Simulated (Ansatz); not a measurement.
**BH₇OSSi₂: up Jacob's ladder to CCSD(T)**

Aim: compute BH₇OSSi₂ with functionals from several rungs and with coupled cluster. The yardstick is the atomisation energy at the CCSD(T) limit.

Program: Ansatz 0.2.0, Gaussian basis. Level of theory: functionals in def2-TZVPP, the program's frozen cores in correlated methods. These are calculated values, not measurements.

The runs, in order: PBE-D4, r2SCAN-D4, PBE0-D4, B3LYP-D4, ωB97X-V, ωB97M-V, B2PLYP; CCSD(T)/def2-TZVPP; MP2/def2-QZVPP; extrapolation to the limit.

## 1. The geometry

An earlier PBE0-D4 in a triple-zeta def2 set relaxation fixed the geometry.

12 atoms, charge 0, spin multiplicity 1.

Atoms are counted from 1 here; the program's logs count them from 0.

Bond lengths: O1–B2 1.356 Å, O1–H6 0.963 Å, B2–S3 1.817 Å, B2–Si4 2.021 Å, S3–H7 1.341 Å, Si4–Si5 2.342 Å, Si4–H8 1.490 Å, Si4–H9 1.492 Å, Si5–H10 1.488 Å, Si5–H11 1.488 Å, Si5–H12 1.489 Å. Angles: B2–O1–H6 115.6°, O1–B2–S3 119.7°, O1–B2–Si4 118.6°, S3–B2–Si4 121.7°, B2–S3–H7 97.0°, B2–Si4–Si5 108.7°, B2–Si4–H8 112.2°, B2–Si4–H9 110.3°, Si5–Si4–H8 109.1°, Si5–Si4–H9 108.0°, H8–Si4–H9 108.4°, Si4–Si5–H10 111.5°, Si4–Si5–H11 110.2°, Si4–Si5–H12 109.7°, H10–Si5–H11 108.6°, H10–Si5–H12 108.4°, H11–Si5–H12 108.4°.

## 2. PBE-D4 (GGA)

in.yaml reads:

```yaml
crystal:
  periodic: [false, false, false]
  atoms:
    - {symbol: O, position_ang: [-2.331984, 0.574283, -0.363227]}
    - {symbol: B, position_ang: [-1.037939, 0.862047, -0.647079]}
    - {symbol: S, position_ang: [-0.521490, 2.594504, -0.830385]}
    - {symbol: Si, position_ang: [0.287899, -0.658720, -0.766540]}
    - {symbol: Si, position_ang: [1.045547, -1.167279, 1.390251]}
    - {symbol: H, position_ang: [-2.918842, 1.333100, -0.283762]}
    - {symbol: H, position_ang: [0.764485, 2.352101, -1.122873]}
    - {symbol: H, position_ang: [-0.310697, -1.879977, -1.374193]}
    - {symbol: H, position_ang: [1.466850, -0.253321, -1.586254]}
    - {symbol: H, position_ang: [2.041331, -2.273130, 1.370955]}
    - {symbol: H, position_ang: [-0.096149, -1.571654, 2.254197]}
    - {symbol: H, position_ang: [1.687888, 0.032946, 1.992909]}
basis:
  gaussian: {orbitals: def2-TZVPP}
hamiltonian: {xc: pbe, dispersion: d4}
output: {forces: true, orbitals: {seedname: orbitals}}
```

Started as:

```
ansatz run in.yaml --threads 4 --pin off --events-out ev --progress --plain --max-ram 10444MiB
```

After this run come: r2SCAN-D4 (meta-GGA); PBE0-D4 (hybrid); B3LYP-D4 (hybrid); ωB97X-V (range-separated); ωB97M-V (range-separated); B2PLYP (double hybrid); CCSD(T) in def2-TZVPP; MP2 in def2-QZVPP.

**Question.** What will the summary of the whole plan be? Wanted: atomisation energy, CCSD(T)/CBS; farthest; mean size of error, hybrid; mean size of error, range-separated; gap, smallest and largest; T1 diagnostic; triples share of the correlation energy.

**Answer**, as computed:

| quantity | value |
| --- | --- |
| atomisation energy, CCSD(T)/CBS | 941.3 kcal/mol |
| functionals within 4.7 kcal/mol (0.5 %) | PBE0-D4, B3LYP-D4, ωB97M-V |
| farthest | B2PLYP (-13.7 kcal/mol) |
| mean size of error, hybrid | 2.3 kcal/mol |
| mean size of error, range-separated | 5.5 kcal/mol |
| gap, smallest and largest | 4.75 eV (PBE-D4), 11.08 eV (ωB97X-V) |
| T1 diagnostic | 0.0144 |
| triples share of the correlation energy | 3.9 % |

**Reading.** PBE-D4 misses by +6.7 kcal/mol. Double hybrids carry the basis error of their MP2 part in triple zeta, and no dispersion term here, so their miss is partly the set-up's. The reference freezes the cores and leaves out relativity and excitations past (T), so misses under about 4.7 kcal/mol can't be ranked. Hartree-Fock recovers 74 % of the binding; the rest is correlation. Orbital gaps span 4.7 to 11.1 eV; exact exchange widens them.
